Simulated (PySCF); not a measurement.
# GeH4: levels of theory

The task, for GeH4: compare levels of theory; the runs are relaxation, vibrations and intensities, relaxation with MP2 and vibrations with MP2.

Computed with PySCF 2.14.0 (relaxation, HF, cc-pvtz, and further levels as typed in the inputs, unless a step's input says otherwise).

### Step 1. The structure to begin with

Bond lengths: Ge1–H2 1.530 Å, Ge1–H3 1.530 Å, Ge1–H4 1.530 Å, Ge1–H5 1.530 Å. Angles: H2–Ge1–H3 109.5°, H2–Ge1–H4 109.5°, H2–Ge1–H5 109.5°, H3–Ge1–H4 109.5°, H3–Ge1–H5 109.5°, H4–Ge1–H5 109.5°.

As a file:

```xyz
5

Ge    0.0000    0.0000    0.0000
H     0.8833    0.8833    0.8833
H     0.8833   -0.8833   -0.8833
H    -0.8833    0.8833   -0.8833
H    -0.8833   -0.8833    0.8833
```

### Step 2. Relaxation: GeH4

Input file run.py:

```python
from pyscf import gto, scf
from pyscf.geomopt.geometric_solver import optimize
mol = gto.M(atom="mol.xyz", basis="cc-pvtz", verbose=4)
mf = scf.RHF(mol).run(conv_tol=1e-9)
m = optimize(mf, maxsteps=60)
print("optimised structure (A):")
for k in range(m.natm): print(m.atom_symbol(k), *(f"{x:.8f}" for x in m.atom_coords(unit="A")[k]))
```

Run with:

```sh
$ python run.py
```

The program printed:

```text
[INPUT] num. atoms = 5
[INPUT] num. electrons = 36
[INPUT] charge = 0
[INPUT] spin (= nelec alpha-beta = 2S) = 0
[INPUT] symmetry False subgroup None
[INPUT] Mole.unit = angstrom
[INPUT] Symbol           X                Y                Z      unit          X                Y                Z       unit  Magmom
[INPUT]  1 Ge     0.000000000000   0.000000000000   0.000000000000 AA    0.000000000000   0.000000000000   0.000000000000 Bohr   0.0
[INPUT]  2 H      0.883346000000   0.883346000000   0.883346000000 AA    1.669282013230   1.669282013230   1.669282013230 Bohr   0.0
[INPUT]  3 H      0.883346000000  -0.883346000000  -0.883346000000 AA    1.669282013230  -1.669282013230  -1.669282013230 Bohr   0.0
[INPUT]  4 H     -0.883346000000   0.883346000000  -0.883346000000 AA   -1.669282013230   1.669282013230  -1.669282013230 Bohr   0.0
[INPUT]  5 H     -0.883346000000  -0.883346000000   0.883346000000 AA   -1.669282013230  -1.669282013230   1.669282013230 Bohr   0.0

nuclear repulsion = 45.5418282814474
number of shells = 34
number of NR pGTOs = 175
number of NR cGTOs = 99
basis = cc-pvtz
ecp = {}

******** <class 'pyscf.scf.hf.RHF'> ********
method = RHF
initial guess = minao
damping factor = 0
level_shift factor = 0
DIIS = <class 'pyscf.scf.diis.CDIIS'>
diis_start_cycle = 1
diis_space = 8
diis_damp = 0
SCF conv_tol = 1e-09
SCF conv_tol_grad = None
SCF max_cycles = 50
direct_scf = True
direct_scf_tol = 1e-13
Set gradient conv threshold to 3.16228e-05
Initial guess from minao.
init E= -2076.78875785578
  HOMO = -0.385662621396767  LUMO = 0.116089561415764  gap/eV = 13.65337
cycle= 1 E= -2077.7008378372  delta_E= -0.912  |g|= 0.223  |ddm|= 1.37
  HOMO = -0.486440680736397  LUMO = 0.132389954296796  gap/eV = 16.83924
cycle= 2 E= -2077.71603370324  delta_E= -0.0152  |g|= 0.104  |ddm|= 0.215
  HOMO = -0.474162276710797  LUMO = 0.140501484970065  gap/eV = 16.72585
cycle= 3 E= -2077.71772511859  delta_E= -0.00169  |g|= 0.0257  |ddm|= 0.0862
  HOMO = -0.471969556983288  LUMO = 0.143410484001842  gap/eV = 16.74534
cycle= 4 E= -2077.71800275816  delta_E= -0.000278  |g|= 0.00317  |ddm|= 0.0297
  HOMO = -0.473074422792527  LUMO = 0.142969138506959  gap/eV = 16.76340
cycle= 5 E= -2077.71800810825  delta_E= -5.35e-06  |g|= 0.000556  |ddm|= 0.00443
  HOMO = -0.473085371142803  LUMO = 0.142968300533957  gap/eV = 16.76367
cycle= 6 E= -2077.71800833788  delta_E= -2.3e-07  |g|= 6.44e-05  |ddm|= 0.00141
  HOMO = -0.473084982381633  LUMO = 0.14297042615735  gap/eV = 16.76372
cycle= 7 E= -2077.71800834147  delta_E= -3.59e-09  |g|= 4.85e-06  |ddm|= 0.000229
  HOMO = -0.473084618311087  LUMO = 0.142970414444946  gap/eV = 16.76371
cycle= 8 E= -2077.71800834153  delta_E= -6.23e-11  |g|= 3.01e-07  |ddm|= 1.77e-05
  HOMO = -0.473084585021707  LUMO = 0.14297045906973  gap/eV = 16.76371
Extra cycle  E= -2077.71800834155  delta_E= -1.27e-11  |g|= 7.03e-08  |ddm|= 7.2e-07
converged SCF energy = -2077.71800834155
Create scanner for <class 'pyscf.grad.rhf.Gradients'>
Create scanner for <class 'pyscf.scf.hf.RHF'>

Geometry optimization cycle 1
Cartesian coordinates (Angstrom)
 Atom        New coordinates             dX        dY        dZ
  Ge   0.000000   0.000000   0.000000    0.000000  0.000000  0.000000
   H   0.883346   0.883346   0.883346    0.000000  0.000000  0.000000
   H   0.883346  -0.883346  -0.883346    0.000000  0.000000  0.000000
   H  -0.883346   0.883346  -0.883346    0.000000  0.000000  0.000000
   H  -0.883346  -0.883346   0.883346    0.000000  0.000000  0.000000

WARN: Mole.unit (angstrom) is changed to Bohr

New geometry
   1 Ge     0.000000000000   0.000000000000   0.000000000000 AA    0.000000000000   0.000000000000   0.000000000000 Bohr
   2 H      0.883346000000   0.883346000000   0.883346000000 AA    1.669282013230   1.669282013230   1.669282013230 Bohr
   3 H      0.883346000000  -0.883346000000  -0.883346000000 AA    1.669282013230  -1.669282013230  -1.669282013230 Bohr
   4 H     -0.883346000000   0.883346000000  -0.883346000000 AA   -1.669282013230   1.669282013230  -1.669282013230 Bohr
   5 H     -0.883346000000  -0.883346000000   0.883346000000 AA   -1.669282013230  -1.669282013230   1.669282013230 Bohr

******** <class 'pyscf.scf.hf.RHF_Scanner'> ********
method = RHF_Scanner
initial guess = minao
damping factor = 0
level_shift factor = 0
DIIS = <class 'pyscf.scf.diis.CDIIS'>
diis_start_cycle = 1
diis_space = 8
diis_damp = 0
SCF conv_tol = 1e-09
SCF conv_tol_grad = None
SCF max_cycles = 50
direct_scf = True
direct_scf_tol = 1e-13
Set gradient conv threshold to 3.16228e-05
init E= -2077.71800834155
  HOMO = -0.473084589163598  LUMO = 0.142970458615468  gap/eV = 16.76371
cycle= 1 E= -2077.71800834154  delta_E= 1e-11  |g|= 1.87e-08  |ddm|= 1.92e-07
  HOMO = -0.473084588375596  LUMO = 0.142970459338832  gap/eV = 16.76371
Extra cycle  E= -2077.71800834152  delta_E= 1.27e-11  |g|= 5.97e-09  |ddm|= 5.28e-08
converged SCF energy = -2077.71800834152

******** <class 'pyscf.grad.rhf.Gradients_Scanner'> for <class 'pyscf.scf.hf.RHF_Scanner'> ********
unit = Eh/Bohr
--------------- RHF_Scanner gradients ---------------
         x                y                z
0 Ge    -0.0000000000     0.0000000000    -0.0000000000
1 H    -0.0007621427    -0.0007621427    -0.0007621427
2 H    -0.0007621427     0.0007621427     0.0007621427
3 H     0.0007621427    -0.0007621427     0.0007621427
4 H     0.0007621427     0.0007621427    -0.0007621427
----------------------------------------------
cycle 1: E = -2077.71800834  dE = -2077.72  norm(grad) = 0.00264014

Geometry optimization cycle 2
Cartesian coordinates (Angstrom)
 Atom        New coordinates             dX        dY        dZ
  Ge  -0.000000  -0.000000   0.000000   -0.000000 -0.000000  0.000000
   H   0.885930   0.885930   0.885930    0.002584  0.002584  0.002584
   H   0.885930  -0.885930  -0.885930    0.002584 -0.002584 -0.002584
   H  -0.885930   0.885930  -0.885930   -0.002584  0.002584 -0.002584
   H  -0.885930  -0.885930   0.885930   -0.002584 -0.002584  0.002584
New geometry
   1 Ge    -0.000000000000  -0.000000000000   0.000000000000 AA   -0.000000000000  -0.000000000000   0.000000000000 Bohr
   2 H      0.885929754823   0.885929754823   0.885929754824 AA    1.674164602219   1.674164602219   1.674164602220 Bohr
   3 H      0.885929754823  -0.885929754823  -0.885929754823 AA    1.674164602219  -1.674164602219  -1.674164602219 Bohr
   4 H     -0.885929754823   0.885929754823  -0.885929754823 AA   -1.674164602219   1.674164602219  -1.674164602219 Bohr
   5 H     -0.885929754823  -0.885929754824   0.885929754823 AA   -1.674164602219  -1.674164602220   1.674164602219 Bohr

******** <class 'pyscf.scf.hf.RHF_Scanner'> ********
method = RHF_Scanner
initial guess = minao
damping factor = 0
level_shift factor = 0
DIIS = <class 'pyscf.scf.diis.CDIIS'>
diis_start_cycle = 1
diis_space = 8
diis_damp = 0
SCF conv_tol = 1e-09
SCF conv_tol_grad = None
SCF max_cycles = 50
direct_scf = True
direct_scf_tol = 1e-13
Set gradient conv threshold to 3.16228e-05
init E= -2077.71328942328
  HOMO = -0.474099924122405  LUMO = 0.141330071851897  gap/eV = 16.74670
cycle= 1 E= -2077.71802411381  delta_E= -0.00473  |g|= 0.00148  |ddm|= 0.0033
  HOMO = -0.472300091290044  LUMO = 0.142818178533897  gap/eV = 16.73822
cycle= 2 E= -2077.71802513287  delta_E= -1.02e-06  |g|= 0.000486  |ddm|= 0.00184
  HOMO = -0.472508697428055  LUMO = 0.142709972054752  gap/eV = 16.74095
cycle= 3 E= -2077.71802517232  delta_E= -3.94e-08  |g|= 0.0002  |ddm|= 0.000401
  HOMO = -0.472534959448963  LUMO = 0.142693132967478  gap/eV = 16.74121
cycle= 4 E= -2077.71802517705  delta_E= -4.73e-09  |g|= 2.24e-05  |ddm|= 0.000187
  HOMO = -0.472534902256511  LUMO = 0.142691826436057  gap/eV = 16.74117
cycle= 5 E= -2077.7180251772  delta_E= -1.5e-10  |g|= 2.91e-06  |ddm|= 3.85e-05
  HOMO = -0.472534814908031  LUMO = 0.142691757755868  gap/eV = 16.74117
Extra cycle  E= -2077.71802517724  delta_E= -3.96e-11  |g|= 8.94e-07  |ddm|= 3.11e-06
converged SCF energy = -2077.71802517724

******** <class 'pyscf.grad.rhf.Gradients_Scanner'> for <class 'pyscf.scf.hf.RHF_Scanner'> ********
unit = Eh/Bohr
--------------- RHF_Scanner gradients ---------------
         x                y                z
0 Ge     0.0000000000    -0.0000000000    -0.0000000000
1 H     0.0001845344     0.0001845344     0.0001845344
2 H     0.0001845344    -0.0001845344    -0.0001845344
3 H    -0.0001845344     0.0001845344    -0.0001845344
4 H    -0.0001845344    -0.0001845344     0.0001845344
----------------------------------------------
cycle 2: E = -2077.71802518  dE = -1.68357e-05  norm(grad) = 0.000639246

Geometry optimization cycle 3
Cartesian coordinates (Angstrom)
 Atom        New coordinates             dX        dY        dZ
  Ge  -0.000000  -0.000000  -0.000000    0.000000 -0.000000 -0.000000
   H   0.885426   0.885426   0.885426   -0.000504 -0.000504 -0.000504
   H   0.885426  -0.885426  -0.885426   -0.000504  0.000504  0.000504
   H  -0.885426   0.885426  -0.885426    0.000504 -0.000504  0.000504
   H  -0.885426  -0.885426   0.885426    0.000504  0.000504 -0.000504
New geometry
   1 Ge    -0.000000000000  -0.000000000000  -0.000000000000 AA   -0.000000000000  -0.000000000000  -0.000000000000 Bohr
   2 H      0.885426107296   0.885426107296   0.885426107296 AA    1.673212846329   1.673212846329   1.673212846328 Bohr
   3 H      0.885426107296  -0.885426107296  -0.885426107296 AA    1.673212846329  -1.673212846329  -1.673212846329 Bohr
   4 H     -0.885426107296   0.885426107296  -0.885426107296 AA   -1.673212846329   1.673212846329  -1.673212846329 Bohr
   5 H     -0.885426107296  -0.885426107296   0.885426107296 AA   -1.673212846329  -1.673212846329   1.673212846329 Bohr

******** <class 'pyscf.scf.hf.RHF_Scanner'> ********
method = RHF_Scanner
initial guess = minao
damping factor = 0
level_shift factor = 0
DIIS = <class 'pyscf.scf.diis.CDIIS'>
diis_start_cycle = 1
diis_space = 8
diis_damp = 0
SCF conv_tol = 1e-09
SCF conv_tol_grad = None
SCF max_cycles = 50
direct_scf = True
direct_scf_tol = 1e-13
Set gradient conv threshold to 3.16228e-05
init E= -2077.71894997043
  HOMO = -0.47233660327022  LUMO = 0.143011883757942  gap/eV = 16.74449
cycle= 1 E= -2077.718026199  delta_E= 0.000924  |g|= 0.000289  |ddm|= 0.000641
  HOMO = -0.472687761163858  LUMO = 0.142721681100183  gap/eV = 16.74614
cycle= 2 E= -2077.71802623769  delta_E= -3.87e-08  |g|= 9.51e-05  |ddm|= 0.000359
  HOMO = -0.472647108014172  LUMO = 0.142742751251711  gap/eV = 16.74561
cycle= 3 E= -2077.7180262392  delta_E= -1.51e-09  |g|= 3.9e-05  |ddm|= 7.83e-05
  HOMO = -0.472641927168404  LUMO = 0.142746063596388  gap/eV = 16.74556
cycle= 4 E= -2077.71802623939  delta_E= -1.86e-10  |g|= 4.37e-06  |ddm|= 3.66e-05
  HOMO = -0.472642222526723  LUMO = 0.142746133280309  gap/eV = 16.74557
Extra cycle  E= -2077.71802623942  delta_E= -2.86e-11  |g|= 1.28e-06  |ddm|= 6.2e-06
converged SCF energy = -2077.71802623942

******** <class 'pyscf.grad.rhf.Gradients_Scanner'> for <class 'pyscf.scf.hf.RHF_Scanner'> ********
unit = Eh/Bohr
--------------- RHF_Scanner gradients ---------------
         x                y                z
0 Ge    -0.0000000000    -0.0000000000     0.0000000000
1 H     0.0000013061     0.0000013061     0.0000013061
2 H     0.0000013061    -0.0000013061    -0.0000013061
3 H    -0.0000013061     0.0000013061    -0.0000013061
4 H    -0.0000013061    -0.0000013061     0.0000013061
----------------------------------------------
cycle 3: E = -2077.71802624  dE = -1.06218e-06  norm(grad) = 4.52445e-06

Geometry optimization cycle 4
Cartesian coordinates (Angstrom)
 Atom        New coordinates             dX        dY        dZ
  Ge  -0.000000  -0.000000  -0.000000   -0.000000  0.000000 -0.000000
   H   0.885423   0.885423   0.885423   -0.000004 -0.000004 -0.000004
   H   0.885423  -0.885423  -0.885423   -0.000004  0.000004  0.000004
   H  -0.885423   0.885423  -0.885423    0.000004 -0.000004  0.000004
   H  -0.885423  -0.885423   0.885423    0.000004  0.000004 -0.000004
New geometry
   1 Ge    -0.000000000000  -0.000000000000  -0.000000000000 AA   -0.000000000000  -0.000000000000  -0.000000000001 Bohr
   2 H      0.885422517169   0.885422517169   0.885422517169 AA    1.673206061972   1.673206061973   1.673206061972 Bohr
   3 H      0.885422517169  -0.885422517169  -0.885422517170 AA    1.673206061973  -1.673206061972  -1.673206061973 Bohr
   4 H     -0.885422517170   0.885422517169  -0.885422517170 AA   -1.673206061974   1.673206061972  -1.673206061974 Bohr
   5 H     -0.885422517169  -0.885422517170   0.885422517169 AA   -1.673206061973  -1.673206061973   1.673206061972 Bohr

******** <class 'pyscf.scf.hf.RHF_Scanner'> ********
method = RHF_Scanner
initial guess = minao
damping factor = 0
level_shift factor = 0
DIIS = <class 'pyscf.scf.diis.CDIIS'>
diis_start_cycle = 1
diis_space = 8
diis_damp = 0
SCF conv_tol = 1e-09
SCF conv_tol_grad = None
SCF max_cycles = 50
direct_scf = True
direct_scf_tol = 1e-13
Set gradient conv threshold to 3.16228e-05
init E= -2077.71803282342
  HOMO = -0.472640568227906  LUMO = 0.142748586080074  gap/eV = 16.74559
cycle= 1 E= -2077.71802623949  delta_E= 6.58e-06  |g|= 2.31e-06  |ddm|= 4.72e-06
  HOMO = -0.472643073436925  LUMO = 0.14274653538977  gap/eV = 16.74560
cycle= 2 E= -2077.71802623948  delta_E= 6.37e-12  |g|= 8.8e-07  |ddm|= 2.83e-06
  HOMO = -0.47264272115066  LUMO = 0.142746720497911  gap/eV = 16.74560
Extra cycle  E= -2077.71802623953  delta_E= -4.32e-11  |g|= 4.95e-07  |ddm|= 8.53e-07
converged SCF energy = -2077.71802623953

******** <class 'pyscf.grad.rhf.Gradients_Scanner'> for <class 'pyscf.scf.hf.RHF_Scanner'> ********
unit = Eh/Bohr
--------------- RHF_Scanner gradients ---------------
         x                y                z
0 Ge     0.0000000000     0.0000000000    -0.0000000000
1 H     0.0000000601     0.0000000601     0.0000000601
2 H     0.0000000601    -0.0000000601    -0.0000000601
3 H    -0.0000000601     0.0000000601    -0.0000000601
4 H    -0.0000000601    -0.0000000601     0.0000000601
----------------------------------------------
cycle 4: E = -2077.71802624  dE = -1.0732e-10  norm(grad) = 2.08251e-07
optimised structure (A):
Ge -0.00000000 -0.00000000 -0.00000000
H 0.88542252 0.88542252 0.88542252
H 0.88542252 -0.88542252 -0.88542252
H -0.88542252 0.88542252 -0.88542252
H -0.88542252 -0.88542252 0.88542252
```

Run time: 19 s. Hardware: 4 threads of Intel Xeon Platinum 8488C (Sapphire Rapids), shared host.

### Step 3. Vibrations and intensities: vibrations and intensities, HF, cc-pvtz

It takes the final geometry of step 2.

Input file run.py:

```python
from pyscf import gto, scf
from pyscf.hessian import thermo
import numpy as np
mol = gto.M(atom="mol.xyz", basis="cc-pvtz", verbose=4)
mf = scf.RHF(mol).run(conv_tol=1e-9)
mol.verbose = 0; x = mol.atom_coords(); n = x.size; h = np.zeros((n, n + 3))
def point(d):
    m = mol.set_geom_(x + d.reshape(-1, 3), unit="Bohr", inplace=False); s = scf.RHF(m)
    s.run(mf.make_rdm1(), conv_tol=1e-10); g = s.nuc_grad_method()
    return np.append(g.kernel(), s.dip_moment(unit="AU", verbose=0))
for k in range(n): d = np.zeros(n); d[k] = 0.01; h[k] = (point(d) - point(-d)) / 0.02
H = (h[:, :n] + h[:, :n].T) / 2
f = thermo.harmonic_analysis(mol, H.reshape(mol.natm, 3, mol.natm, 3).transpose(0, 2, 1, 3))
print("harmonic vibrations: frequency (1/cm), infrared intensity (km/mol)")
for w, q in zip(f["freq_wavenumber"], f["norm_mode"]): t = q.ravel() @ h[:, n:]; print(f"  {w.real - w.imag:9.2f} {974.88 * t @ t:9.2f}")
```

Run with:

```sh
$ python run.py
```

The program printed:

```text
[INPUT] num. atoms = 5
[INPUT] num. electrons = 36
[INPUT] charge = 0
[INPUT] spin (= nelec alpha-beta = 2S) = 0
[INPUT] symmetry False subgroup None
[INPUT] Mole.unit = angstrom
[INPUT] Symbol           X                Y                Z      unit          X                Y                Z       unit  Magmom
[INPUT]  1 Ge     0.000000000000   0.000000000000   0.000000000000 AA    0.000000000000   0.000000000000   0.000000000000 Bohr   0.0
[INPUT]  2 H      0.885422520000   0.885422520000   0.885422520000 AA    1.673206067322   1.673206067322   1.673206067322 Bohr   0.0
[INPUT]  3 H      0.885422520000  -0.885422520000  -0.885422520000 AA    1.673206067322  -1.673206067322  -1.673206067322 Bohr   0.0
[INPUT]  4 H     -0.885422520000   0.885422520000  -0.885422520000 AA   -1.673206067322   1.673206067322  -1.673206067322 Bohr   0.0
[INPUT]  5 H     -0.885422520000  -0.885422520000   0.885422520000 AA   -1.673206067322  -1.673206067322   1.673206067322 Bohr   0.0

nuclear repulsion = 45.435022191556
number of shells = 34
number of NR pGTOs = 175
number of NR cGTOs = 99
basis = cc-pvtz
ecp = {}

******** <class 'pyscf.scf.hf.RHF'> ********
method = RHF
initial guess = minao
damping factor = 0
level_shift factor = 0
DIIS = <class 'pyscf.scf.diis.CDIIS'>
diis_start_cycle = 1
diis_space = 8
diis_damp = 0
SCF conv_tol = 1e-09
SCF conv_tol_grad = None
SCF max_cycles = 50
direct_scf = True
direct_scf_tol = 1e-13
Set gradient conv threshold to 3.16228e-05
[... 1 set-up line as earlier in the session ...]
init E= -2076.78142673645
  HOMO = -0.384882926442017  LUMO = 0.115869540520875  gap/eV = 13.62617
cycle= 1 E= -2077.70081073631  delta_E= -0.919  |g|= 0.223  |ddm|= 1.37
  HOMO = -0.485994559608173  LUMO = 0.132093276211258  gap/eV = 16.81903
cycle= 2 E= -2077.71604673205  delta_E= -0.0152  |g|= 0.104  |ddm|= 0.215
  HOMO = -0.473715159683824  LUMO = 0.140262163421933  gap/eV = 16.70717
cycle= 3 E= -2077.71774266594  delta_E= -0.0017  |g|= 0.0257  |ddm|= 0.086
  HOMO = -0.47152588309539  LUMO = 0.143189625601682  gap/eV = 16.72726
cycle= 4 E= -2077.71802069607  delta_E= -0.000278  |g|= 0.00317  |ddm|= 0.0297
  HOMO = -0.472631862947299  LUMO = 0.142745673513889  gap/eV = 16.74528
cycle= 5 E= -2077.71802600846  delta_E= -5.31e-06  |g|= 0.000553  |ddm|= 0.0044
  HOMO = -0.47264350648962  LUMO = 0.142744537318782  gap/eV = 16.74556
cycle= 6 E= -2077.71802623576  delta_E= -2.27e-07  |g|= 6.44e-05  |ddm|= 0.0014
  HOMO = -0.472643128724847  LUMO = 0.142746689875677  gap/eV = 16.74561
cycle= 7 E= -2077.71802623943  delta_E= -3.67e-09  |g|= 4.85e-06  |ddm|= 0.00023
  HOMO = -0.472642758403559  LUMO = 0.142746679726793  gap/eV = 16.74560
cycle= 8 E= -2077.71802623946  delta_E= -3.32e-11  |g|= 3.02e-07  |ddm|= 1.77e-05
  HOMO = -0.472642725533994  LUMO = 0.142746724480209  gap/eV = 16.74560
Extra cycle  E= -2077.71802623943  delta_E= 3.18e-11  |g|= 7.05e-08  |ddm|= 7.14e-07
converged SCF energy = -2077.71802623943
harmonic vibrations: frequency (1/cm), infrared intensity (km/mol)
     906.77    160.87
     906.77    160.87
     906.77    160.87
     987.44      0.00
     987.44      0.00
    2224.71    180.85
    2224.71    180.85
    2224.71    180.85
    2248.09      0.00
```

Run time: 2.4 min. Hardware: 4 threads of Intel Xeon Platinum 8488C (Sapphire Rapids), shared host.

Harmonic frequencies from the force constants, with isotope-averaged masses (PySCF's default) and rigid motions projected out (i: imaginary):

```csv
mode,cm⁻¹,IR (km/mol)
1,907,160.9
2,907,160.9
3,907,160.9
4,987,0.0
5,987,0.0
6,2225,180.8
7,2225,180.8
8,2225,180.8
9,2248,0.0
```

[end of part 1 of 2]
